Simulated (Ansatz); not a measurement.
**CHClGa (doublet): from Hartree-Fock to the top rungs at a displaced geometry (v1), cc-pVDZ**

The task here is to estimate one member of a computed series from the others.

Method: cc-pVDZ, core rule «outside noble gas», up to 20 orbitals frozen; program: Ansatz 0.2.0, Gaussian basis.

The runs, in order: UHF; CCSD(T) on ROHF; CCSD(T) on UHF; BCCD(T) on ROHF; CISD; CCSDT(Q) on ROHF; CCSDT(Q) on UHF; CASSCF and MRCISD+Q, 9 electrons in 9 orbitals; CASSCF and NEVPT2, 9 electrons in 9 orbitals.

23 further runs of the same task are left out: 2 for a known fault of the program, 7 that didn't finish, 14 set aside as unsound or not needed.

### The system

The geometry is a PBE0/def2-TZVP stationary point (not a proven minimum) with its atoms shifted at random (size 0.040 Å). No spin-orbit coupling is included. The filled d shell of Ga may be among the frozen orbitals whatever the setting's name suggests; the logs give the count.

4 atoms, charge 0, spin multiplicity 2.

Atoms are counted from 1 here; the program's logs count them from 0.

Bond lengths: Cl1–C2 1.724 Å, C2–Ga3 2.046 Å, C2–H4 1.085 Å. Angles: Cl1–C2–Ga3 115.7°, Cl1–C2–H4 110.1°, Ga3–C2–H4 134.2°.

Set-up of the first run:

Input file in.yaml:

```yaml
crystal:
  periodic: [false, false, false]
  atoms:
    - {symbol: Cl, position_ang: [-0.027243, -0.247938, 2.026266]}
    - {symbol: C, position_ang: [-0.028076, 0.834092, 0.683897]}
    - {symbol: Ga, position_ang: [0.019888, -0.044498, -1.163054]}
    - {symbol: H, position_ang: [-0.082889, 1.859884, 1.032108]}
basis:
  gaussian: {orbitals: cc-pVDZ}
magnetization: {spin_polarized: true, initial_magnetization: 1}
hamiltonian: {xc: hf}
output: {orbitals: {seedname: orbitals}}
```

The run is started by

```console
$ ansatz run in.yaml --threads 1 --pin off --events-out ev --progress --plain --max-ram 2393MiB
```

Steps of the session up to this table: UHF; CCSD(T) on ROHF; CCSD(T) on UHF; BCCD(T) on ROHF; CISD; CCSDT(Q) on ROHF; CCSDT(Q) on UHF; CASSCF and MRCISD+Q, 9 electrons in 9 orbitals; CASSCF and NEVPT2, 9 electrons in 9 orbitals.

One table of the session follows, with a row left open; its other results are not shown here.

```
           method  from UCCSDT(Q) (meV)
             ROHF               +9347.6
              UHF               +9223.4
             RMP2               +1305.5
             UMP2               +1329.5
            RCCSD                +305.9
            UCCSD                +303.2
         RCCSD(T)                 +49.5
         UCCSD(T)                 +50.7
          BCCD(T)                 +46.8
           RCCSDT                 +21.6
           UCCSDT                 +21.1
        RCCSDT(Q)                  +2.0
        UCCSDT(Q)                     0
  CASSCF frontier                     ?
  MRCISD frontier                +768.4
MRCISD+Q frontier                 +80.9
```

Q: Estimate the row for CASSCF frontier from the others.

**Answer.** from UCCSDT(Q) (meV): +7107.9. In the column «from UCCSDT(Q) (meV)» it lies between UMP2 (+1329.5) and UHF (+9223.4).

Not comparable, so not listed: CISD; CASSCF and NEVPT2, 9 electrons in 9 orbitals (they don't share determinant, frozen orbitals or solution with the rows shown, or repeat one).

Caveats from the session: Restricted and unrestricted rows rest on different reference determinants; where their highest levels disagree by more than a few hundredths of an eV, they describe different states and don't form one ladder. Warnings in the runs' records: passed over end.
